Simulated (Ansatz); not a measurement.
# CH₇GaSi: basis-set convergence

An exercise on one series of results from a longer session: the logs are not shown, and one member is left open.

Program: Ansatz 0.2.0, Gaussian basis. Level of theory: one geometry, several basis sets. These are calculated values, not measurements.

The runs, in order: PBE0-D4/def2-SVP; ωB97M-V/def2-SVP; PBE0-D4/def2-QZVPP; ωB97M-V/def2-QZVPP; the functionals' def2-TZVPP values are taken from earlier runs.

## Structure used throughout

The geometry comes from an earlier relaxation with PBE0-D4 in a triple-zeta def2 set; it is a stationary point, not always the lowest conformer.

10 atoms, charge 0, spin multiplicity 1.

Atoms are counted from 1 here; the program's logs count them from 0.

Bond lengths: Si1–C2 1.867 Å, Si1–H4 1.489 Å, Si1–H5 1.490 Å, Si1–H6 1.490 Å, C2–Ga3 1.967 Å, C2–H7 1.094 Å, C2–H8 1.094 Å, Ga3–H9 1.571 Å, Ga3–H10 1.571 Å. Angles: C2–Si1–H4 112.2°, C2–Si1–H5 110.5°, C2–Si1–H6 110.5°, H4–Si1–H5 108.0°, H4–Si1–H6 108.0°, H5–Si1–H6 107.6°, Si1–C2–Ga3 112.9°, Si1–C2–H7 108.2°, Si1–C2–H8 108.2°, Ga3–C2–H7 109.4°, Ga3–C2–H8 109.4°, H7–C2–H8 108.7°, C2–Ga3–H9 119.7°, C2–Ga3–H10 119.7°, H9–Ga3–H10 120.6°.

Set-up of the first run:

Contents of in.yaml:

```yaml
crystal:
  periodic: [false, false, false]
  atoms:
    - {symbol: Si, position_ang: [-1.172787, 0.317652, -0.772950]}
    - {symbol: C, position_ang: [0.153511, -0.785695, -0.059260]}
    - {symbol: Ga, position_ang: [1.434767, 0.189937, 1.070740]}
    - {symbol: H, position_ang: [-2.134825, -0.435791, -1.623447]}
    - {symbol: H, position_ang: [-0.563755, 1.390465, -1.607898]}
    - {symbol: H, position_ang: [-1.943330, 0.978089, 0.317518]}
    - {symbol: H, position_ang: [0.687513, -1.257694, -0.889492]}
    - {symbol: H, position_ang: [-0.333636, -1.565627, 0.533633]}
    - {symbol: H, position_ang: [1.155328, 0.344524, 2.608557]}
    - {symbol: H, position_ang: [2.717213, 0.824139, 0.422609]}
basis:
  gaussian: {orbitals: def2-SVP}
hamiltonian: {xc: pbe0, dispersion: d4}
output: {orbitals: {seedname: orbitals}}
```

On the command line:

```sh
$ ansatz run in.yaml --threads 2 --pin off --events-out ev --progress --plain --max-ram 4352MiB
```

Steps of the session up to this table: PBE0-D4 in def2-SVP; ωB97M-V in def2-SVP; PBE0-D4 in def2-QZVPP; ωB97M-V in def2-QZVPP.

One of the session's tables, all rows but one given; the rest of the session is left out.

It belongs to the step «Functionals by basis». 

| functional | basis | HOMO (eV) | LUMO (eV) |
| --- | --- | --- | --- |
| PBE0-D4 | def2-SVP | -8.01 | -1.55 |
| PBE0-D4 | def2-TZVPP | -8.02 | -1.58 |
| PBE0-D4 | def2-QZVPP | -8.02 | -1.61 |
| ωB97M-V | def2-SVP | -10.14 | 0.16 |
| ωB97M-V | def2-TZVPP | -10.17 | 0.09 |
| ωB97M-V | def2-QZVPP | ? | ? |

**Question.** Estimate the row for ωB97M-V, def2-QZVPP.

As computed: HOMO (eV): -10.17; LUMO (eV): -0.06.
